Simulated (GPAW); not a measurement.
Runs of GPAW 26.7.0 on TmGa3Hg3As2N4. The typed cell holds 13 atoms: a = 3.363 Å, b = 8.241 Å, c = 9.982 Å, α = 105.61°, β = 91.80°, γ = 90.18°. The cell was built by a generator and needn't be a form met in nature.

```csv
task,level,k mesh,k mesh for the DOS,dos width,band path,band points,gap on the mesh (eV),pressure (GPa),moment (μB),largest force (eV/Å)
density of states,PBE,6 × 3 × 2,9 × 4 × 3,0.05 eV,-,-,none,2.4,1.74,0.95
band structure,r2SCAN,6 × 3 × 2,-,-,"XGY,LGZ,NGM,RG",60,-,-0.7,1.75,0.76
single point,PBE,8 × 4 × 3,-,-,-,-,none,(a),1.80,(b)
single point,PBE,6 × 3 × 2,-,-,-,-,none,2.4,1.74,0.95
```

Alike in all rows: potentials or basis GPAW PAW data sets (gpaw-data 1.2.1), pw; spin collinear, ferromagnetic start; cell as given; cutoff (eV) 800; smearing fermi-dirac 0.05 eV.

Problem. Fill in the values left out.

Solution. (a) 2.3; (b) 0.92.

Caveats: one-centre terms of the f shell are cut off; the magnetic or orbital state may not be the lowest; without U or exact exchange the open f shell lies at the Fermi level, which spoils levels, moments and volumes; the PAW data sets were made with another functional, which shifts forces and pressure a little (some runs); spin-orbit coupling is left out, which moves the levels of the heavy elements (some runs).

A k mesh can miss the band edges, and the runs leave out spin-orbit coupling on As, Ga, Hg, Tm.

A gap of «none» marks a metal or a gap under the smearing width.
